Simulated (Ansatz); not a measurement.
# Cd3Au: the cost of one run

Method: DFT r2SCAN, scalar-relativistic, plane waves, PAW, in Ansatz 0.2.0.

2 further runs of the same task are left out: 2 that didn't finish.

### Step 1. The structure to begin with

The structure is orthorhombic, space group Cmmm (No. 65). The conventional cell has a = 3.070 Å, b = 5.654 Å, c = 9.961 Å, α = 90.00°, β = 90.00°, γ = 90.00°. Cd (site symmetry mm2) has 2 Au at 2.85 Å and 8 Cd at 3.00 to 3.22 Å as nearest neighbours. Cd (site symmetry mmm) has 10 Cd at 3.00 to 3.22 Å as nearest neighbours. Around Au (site symmetry mmm) lie 4 Cd at 2.85 Å and 6 Au at 3.07 to 3.22 Å.

Structure file:

```cif
data_structure
_symmetry_space_group_name_H-M 'Cmmm'
_symmetry_Int_Tables_number 65
_cell_length_a 3.0699
_cell_length_b 5.6542
_cell_length_c 9.9605
_cell_angle_alpha 90.000
_cell_angle_beta 90.000
_cell_angle_gamma 90.000
_cell_volume 172.89
loop_
_atom_site_label
_atom_site_type_symbol
_atom_site_symmetry_multiplicity
_atom_site_Wyckoff_symbol
_atom_site_fract_x
_atom_site_fract_y
_atom_site_fract_z
_atom_site_occupancy
Cd1 Cd 4 l 0.50000 0.00000 0.75921 1
Cd2 Cd 2 d 0.00000 0.00000 0.50000 1
Au1 Au 2 a 0.00000 0.00000 0.00000 1
```

The structure comes from the Materials Project (structure only).

(A quick probe on a coarse mesh, which set the mesh and smearing, is not shown.)

### Step 3. The relaxation

input.yaml reads:

```yaml
crystal:
  lattice:
    - [1.534965, -2.827078, 0.0]
    - [1.534965, 2.827078, 0.0]
    - [0.0, 0.0, 9.960507]
  atoms:
    - { symbol: Cd, position: [0.5, 0.5, 0.759215] }
    - { symbol: Cd, position: [0.0, 0.0, 0.5] }
    - { symbol: Cd, position: [0.5, 0.5, 0.240785] }
    - { symbol: Au, position: [0.0, 0.0, 0.0] }
basis:
  ecutwfc: 500
kpoints:
  mp_grid: { grid: [16, 16, 4] }
hamiltonian:
  xc: r2scan
scf:
  occupations: { method: gaussian, width: 0.1 }
output:
  forces: true
  stress: true
  eigenvalues: true
relax:
  adjacent_minimum: "off"
  f_tol: 0.005
  max_steps: 80
  cell: { stress_tol: 0.05 }
```

Started as:

```
$ ansatz run input.yaml --threads 1 --pin off --max-ram 2560MiB --backend cpu --events-out ev --progress --plain --runs-dir out
```

**Question.** How long does this run take on 1 thread of Arm Neoverse V1, shared host, and how much memory does it need?

About 10 min, with a peak of 1.1 GiB.
